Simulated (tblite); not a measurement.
# C5H11OP3: the cost of one run

The runs use tblite 0.8.0 and PySCF 2.14.0, with density-fitted response routines of our own; the level of theory stands in each step. All values are computed, except where a source is named. Atoms are numbered from 0 throughout.

## Step 1: Starting geometry

20 atoms, charge 0, multiplicity 1; geometry from: force field or distance geometry start.

Bonds of the start (Å): C0–P1 1.84, P1–C2 1.82, P1–C3 1.90, C3–P4 1.86, P4–O5 1.51, P4–C6 1.84, C6–C7 1.20, C7–P8 1.83, C0–H9 1.09, C0–H10 1.09, C0–H11 1.11, C2–H12 1.08, C2–H13 1.10, C2–H14 1.10, C3–H15 1.09, C3–H16 1.09, P4–H17 1.40, P8–H18 1.41, P8–H19 1.41.

## Step 2: Optimising the geometry with GFN2-xTB

What the job is given:

```
{"job": {"kind": "relax", "xc": "GFN2-xTB", "basis": "xTB"}, "charge": 0, "multiplicity": 1}
C     -2.592400    -1.179300     0.185000
P     -2.154600     0.526100     0.722000
C     -2.695100     1.476700    -0.730100
C     -0.294700     0.458900     0.357600
P      0.872400    -0.676100     1.260200
O      0.717800    -2.081400     0.722100
C      2.466100    -0.222300     0.464900
C      3.513400     0.080400    -0.041300
P      5.101000     0.525300    -0.834800
H     -2.223900    -1.917900     0.899300
H     -2.196700    -1.407900    -0.804800
H     -3.692700    -1.285000     0.142400
H     -2.331900     1.054500    -1.657100
H     -3.792700     1.495700    -0.786600
H     -2.356800     2.522900    -0.662800
H      0.077600     1.468800     0.546200
H     -0.174100     0.237100    -0.698300
H      0.935000    -0.423800     2.639000
H      5.898700    -0.481000    -0.254100
H      4.918400    -0.161000    -2.051000
```

Run with:

```console
$ OMP_NUM_THREADS=1 python probes_run.py task.json out
```

One launch serves the whole session: the jobs run in the order shown.

**Question.** How long does this first job take on 1 thread of Arm Neoverse V1, shared host, and how much memory does it need?

About 1.1 s, with a peak of 0.18 GiB.
